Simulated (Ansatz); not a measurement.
# Be3N2: one atom moved over a plane

Aim: for Be3N2, map the energy of atom 1 (Be) over a plane.

Computed with Ansatz 0.2.0 (DFT PBEsol, scalar-relativistic, plane waves, PAW, unless a step's input says otherwise).

**1. The system as given**

Symmetry: P-3m1, No. 164, trigonal system. Conventional cell: a = 2.818 Å, b = 2.818 Å, c = 4.667 Å, α = 90.00°, β = 90.00°, γ = 120.00°. Around Be (site symmetry -3m) lie 6 N at 2.01 Å and 6 Be at 2.31 Å. Around Be (site symmetry 3m) lie 4 N at 1.69 to 1.85 Å. Around N (site symmetry 3m) lie 7 Be at 1.69 to 2.01 Å.

As a file:

```xyz
5
Lattice="2.8178 0.0000 0.0000 -1.4089 2.4403 0.0000 0.0000 0.0000 4.6670" Properties=species:S:1:pos:R:3 pbc="T T T"
Be    0.0000    0.0000    0.0000
Be    1.4089    0.8134    3.0319
Be    0.0000    1.6268    1.6352
N     0.0000    1.6268    3.4865
N     1.4089    0.8134    1.1805
```

It goes back to an entry of the Materials Project, which need not be the stable form.

No relaxation comes first: the listed cell is the starting point.

**2. The undisturbed cell**

Input file input.yaml:

```yaml
crystal:
  lattice:
    - [2.817777714, 0.0, 0.0]
    - [-1.408888857, 2.4402670826, 0.0]
    - [0.0, 0.0, 4.667022]
  atoms:
    - { symbol: Be, position: [0.0, 0.0, 0.0] }
    - { symbol: Be, position: [0.6666666667, 0.3333333333, 0.649633] }
    - { symbol: Be, position: [0.3333333333, 0.6666666667, 0.350367] }
    - { symbol: "N", position: [0.3333333333, 0.6666666667, 0.747058] }
    - { symbol: "N", position: [0.6666666667, 0.3333333333, 0.252942] }
basis:
  ecutwfc: 420
kpoints:
  mp_grid: { grid: [9, 9, 6] }
hamiltonian:
  xc: pbesol
scf:
  occupations: { method: gaussian, width: 0.05 }
output:
  forces: true
  stress: true
  eigenvalues: true
```

Further runs follow: p = -0.450, q = -0.450; p = -0.450, q = 0.000; At p = -0.450, q = 0.450; At p = 0.000, q = -0.450; p = -0.450, q = -0.225; At p = -0.450, q = 0.225; point p = -0.225, q = -0.450; point p = -0.225, q = 0.000; point p = -0.225, q = 0.450; p = 0.000, q = -0.225; point p = -0.225, q = -0.225; At p = -0.225, q = 0.225.

**Question.** What will these runs give? Wanted: highest point; lowest point away from the origin.

**Answer**, as computed:

| quantity | value |
| --- | --- |
| highest point | 2.018 eV/cell at (p, q) = (-0.450, -0.450) |
| lowest point away from the origin | 0.000 eV/cell at (-0.225, 0.000) |

The undisturbed cell is the lowest computed point. Read as harmonic, the points at ±0.225 Å give force constants of -0.01 eV/Å² along p and 10.54 eV/Å² along q: the atom moves more easily along p. The gap on the mesh runs from 1.75 to 4.20 eV over the map.
